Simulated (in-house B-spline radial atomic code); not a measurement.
**Zn⁺: excited configurations**

How much energy does it take to promote electrons of Zn⁺ to other shells? Each configuration is solved by itself and compared with the reference.

Method: non-relativistic LDA (Slater, VWN5), spin-polarised, spherical fractional occupations, point nucleus, basis-set limit. Code: in-house B-spline radial atomic code version 1.

**1. Starting point**

| Quantity | Value |
| --- | --- |
| element | zinc (Z = 30) |
| charge | +1 |
| electrons | 29 |
| configuration | [Ar] 3d10 4s1 |
| Hamiltonian | non-relativistic |
| nucleus | point |

The outer shells:

[Ar] 3d10 4s1
```
[Ar] core
3d [↑↓][↑↓][↑↓][↑↓][↑↓]
4s [↑ ]
```

Where spins are not typed, each open shell is filled with up spins first.

The run's settings:

```ini
Z = 30
electrons = 29.0
configuration = [Ar] 3d10 4s1
hamiltonian = nr
method = lda,vwn
spin_polarised = True
```

This reference run was done before. Its total energy is -1776.217890 hartree, and its levels are (the highest eight at most):

```csv
orbital,occupation,energy (eV),<r> (bohr)
2p down,3,-1006.71,0.1999
3s up,1,-134.05,0.6935
3s down,1,-134.02,0.6932
3p up,3,-91.870,0.7196
3p down,3,-91.823,0.7188
3d up,5,-20.487,0.8979
3d down,5,-20.295,0.8858
4s up,1,-14.493,2.406
```

**2. [Ne] 3s2 3p5 3d10 4s1 5f1**

The run's settings:

```ini
Z = 30
electrons = 29.0
configuration = [Ne] 3s2 3p5 3d10 4s1 5f1
hamiltonian = nr
method = lda,vwn
spin_polarised = True
```

**3. Run with [Ar] 3d9 4s1 4p1**

The run's settings:

```ini
Z = 30
electrons = 29.0
configuration = [Ar] 3d9 4s1 4p1
hamiltonian = nr
method = lda,vwn
spin_polarised = True
```

**4. Configuration [Ar] 3d10 5s1**

The run's settings:

```ini
Z = 30
electrons = 29.0
configuration = [Ar] 3d10 5s1
hamiltonian = nr
method = lda,vwn
spin_polarised = True
```

**5. 1s2 2s2 2p6 3s2 3p6 3d5,4 4s1,0 4p0,1**

In configurations, two counts after a shell (as in p1,2) give the electrons with spin up and with spin down.

The run's settings:

```ini
Z = 30
electrons = 29.0
configuration = 1s2 2s2 2p6 3s2 3p6 3d5,4 4s1,0 4p0,1
hamiltonian = nr
method = lda,vwn
spin_polarised = True
```

**6. 1s2 2s2 2p6 3s2 3p6 3d10 5s0,1**

The run's settings:

```ini
Z = 30
electrons = 29.0
configuration = 1s2 2s2 2p6 3s2 3p6 3d10 5s0,1
hamiltonian = nr
method = lda,vwn
spin_polarised = True
```

**7. 1s2 2s2 2p6 3s2 3p6 3d4,5 4s1,0 5d1,0**

The run's settings:

```ini
Z = 30
electrons = 29.0
configuration = 1s2 2s2 2p6 3s2 3p6 3d4,5 4s1,0 5d1,0
hamiltonian = nr
method = lda,vwn
spin_polarised = True
```

**8. 1s2 2s2 2p6 3s2 3p2,3 3d10 4s2**

The run's settings:

```ini
Z = 30
electrons = 29.0
configuration = 1s2 2s2 2p6 3s2 3p2,3 3d10 4s2
hamiltonian = nr
method = lda,vwn
spin_polarised = True
```

Q: How far above the reference does each configuration lie (order and size, in eV)?

**Answer**, as computed:

| net move | configuration | 2|M_S|+1 | energy above the reference (eV) | largest <r> (bohr) |
| --- | --- | --- | --- | --- |
| 4s → 5s | [Ar] 3d10 5s1 | 2 | 11.256 | 5.73 |
| 4s → 5s, spins typed | 1s2 2s2 2p6 3s2 3p6 3d10 5s0,1 | 2 | 11.256 | 5.73 |
| 3d → 4p | [Ar] 3d9 4s1 4p1 | 4 | 14.486 | 2.77 |
| 3d → 4p, spins typed | 1s2 2s2 2p6 3s2 3p6 3d5,4 4s1,0 4p0,1 | 2 | 15.451 | 2.86 |
| 3d → 5d, spins typed | 1s2 2s2 2p6 3s2 3p6 3d4,5 4s1,0 5d1,0 | 2 | 25.254 | 9.62 |
| 3p → 4s, spins typed | 1s2 2s2 2p6 3s2 3p2,3 3d10 4s2 | 2 | 80.909 | 2.29 |
| 3p → 5f | [Ne] 3s2 3p5 3d10 4s1 5f1 | 4 | 98.841 | 14.6 |

**Reading.** The lowest of them is 4s → 5s at 11.256 eV and the highest 3p → 5f at 98.841 eV. 3 of them lie more than 60 % above minus the reference's highest level (14.493 eV), in the range where a state can decay by emitting an electron. The reference has 2|M_S|+1 = 2; 2 of the configurations differ from it in spin. These are spherical averages at the typed spins, not spectroscopic levels.
